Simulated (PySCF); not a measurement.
Runs of PySCF 2.14.0 on FSiH. The cell holds a molecule in a box, 3 atoms: a = 11.000 Å, b = 11.000 Å, c = 11.000 Å, α = 90.00°, β = 90.00°, γ = 90.00°. 

```tsv
task	level	frozen core bands	conv_tol	grid for exchange and correlation	exxdiv	three-body dispersion term	gap on the mesh (eV)
atomic charges	AM05	-	1e-07 Ha	Becke, atom-centred	-	-	2.26
MP2 correlation energy	HF	6	1e-08 Ha	-	ewald	-	10.37
excitation energies (Tamm-Dancoff)	PBE0	6	1e-08 Ha	Becke, atom-centred	ewald	-	(b)
CCSD(T) correlation energy	HF	6	1e-08 Ha	-	ewald	-	10.37
atomic charges	M06-L+D4	-	1e-07 Ha	Becke, atom-centred	-	yes	2.85
atomic charges	PW91+D3(BJ)	-	1e-07 Ha	Becke, atom-centred	-	no	(a)
atomic charges	B3PW91	-	1e-07 Ha	Becke, atom-centred	ewald	-	4.01
```

Alike in all rows: potentials or basis def2-svp (all-electron); no spin polarisation; cell as given; k mesh 1 × 1 × 1; smearing fixed.

**Question.** Estimate the missing entries.

**Answer.** (a) 2.31; (b) 4.37.

Caveats: this is a molecule in a periodic box at the Γ point, so its band gap is the HOMO-LUMO gap; the basis of atomic orbitals isn't converged, which shifts pressures, moduli and gaps; the basis is small and the box finite, so much correlation energy is missing and levels can be off by tenths of an eV (some runs); the iterative solver can pass over a root and still report convergence (some runs).

